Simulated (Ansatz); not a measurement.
C2H7GeN, SMILES C=[N][GeH2][CH3], a geometry optimisation

With Ansatz's Python interface.

Input file `c2h7gen.xyz`:
```text
11

C     0.13470    1.52780    1.37530
N    -0.10370    0.31280    1.53870
Ge    0.37260   -0.91870    0.24000
C    -0.48950   -0.56570   -1.40050
H     0.54850    1.94250    0.43700
H    -0.21940    2.28970    2.13070
H     1.95510   -0.79910   -0.00390
H     0.11350   -2.33220    0.74770
H    -1.64990   -0.63510   -1.16530
H    -0.31910    0.44400   -1.73870
H    -0.27750   -1.32330   -2.14020
```

Notebook, run cell by cell (the value of a cell's last expression is shown):

**Cell 1**
```python
import itertools

import ansatz as az
from ase.data import atomic_numbers, covalent_radii
import numpy as np
```

**Cell 2**
```python
BASIS = 'def2-SVP'
FUNCTIONAL = 'b3lyp'
DISPERSION = 'd4'
```

**Cell 3**
```python
system = az.Crystal.molecule_from_extxyz('c2h7gen.xyz')

job = (
    system.calculation()
    .basis(gaussian=BASIS)
    .functional(FUNCTIONAL, dispersion=DISPERSION)
)
symbols = [site.symbol for site in system.cartesian_sites]
start = np.array([site.position_ang for site in system.cartesian_sites], dtype=float)
data = job.relax(force_tolerance=0.005).run(threads=1).report
end = np.array(data['positions_ang'])
```

**Cell 4**
```python
print('reference energy %16.6f eV' % data['reference_energy_ev'])
print('total energy     %16.6f eV' % data['free_energy_ev'])
print('occupied orbitals outside the frozen core (up, down):', data['n_occupied'], ' frozen:', data['n_frozen'], ' virtual:', data['n_virtual'])
```
Output:
```text
reference energy    -60187.307920 eV
total energy        -60187.627656 eV
occupied orbitals outside the frozen core (up, down): [29, 29]  frozen: 0  virtual: [80, 80]
```

**Cell 5**
```python
# pairs closer than 1.2 times the sum of covalent radii, before or after
radius = [covalent_radii[atomic_numbers[s]] for s in symbols]
span = lambda where, i, j: np.linalg.norm(where[i] - where[j])
bonded = [(i, j) for i, j in itertools.combinations(range(len(symbols)), 2) if min(span(start, i, j), span(end, i, j)) < 1.2 * (radius[i] + radius[j])]
print('pair        before    after (A)')
for i, j in bonded:
    print(f'{symbols[i]}{i}-{symbols[j]}{j}'.ljust(10), f'{span(start, i, j):8.4f} {span(end, i, j):8.4f}')
```
Output:
```text
pair        before    after (A)
C0-N1        1.2489   1.2643
C0-H4        1.1062   1.1140
C0-H5        1.1298   1.1080
N1-Ge2       1.8520   1.8743
Ge2-C3       1.8865   1.9570
Ge2-H6       1.6056   1.5554
Ge2-H7       1.5241   1.5425
C3-H8        1.1860   1.0999
C3-H9        1.0784   1.1002
C3-H10       1.0798   1.1005
```

**Cell 6**
```python
charges = data['charge_distribution']
print('dipole moment', round(4.803205 * float(np.linalg.norm(charges['dipole_moment_e_ang'])), 3), 'D')
print('Mulliken:', [(s, round(q, 3)) for s, q in zip(symbols, charges['mulliken_charges_e'])])
```
Output:
```text
dipole moment 1.219 D
Mulliken: [('C', 0.054), ('N', -0.31), ('Ge', 0.471), ('C', -0.195), ('H', 0.013), ('H', 0.031), ('H', -0.12), ('H', -0.09), ('H', 0.055), ('H', 0.047), ('H', 0.044)]
```

Reading the output:
- Total energies depend on the basis set; only differences at equal settings carry meaning.
- The end point is the stationary point reached from this start; no frequency run checks that it is a minimum, and the basis set is modest.
- Total less reference energy is the dispersion correction.
- b3lyp holds the VWN-RPA fit, as in Gaussian; the form of ORCA and Turbomole is b3lyp5.
- Run time: 92 s on 1 thread of AMD EPYC 9B14 (Zen 4) (shared host), peak memory 0.34 GiB.
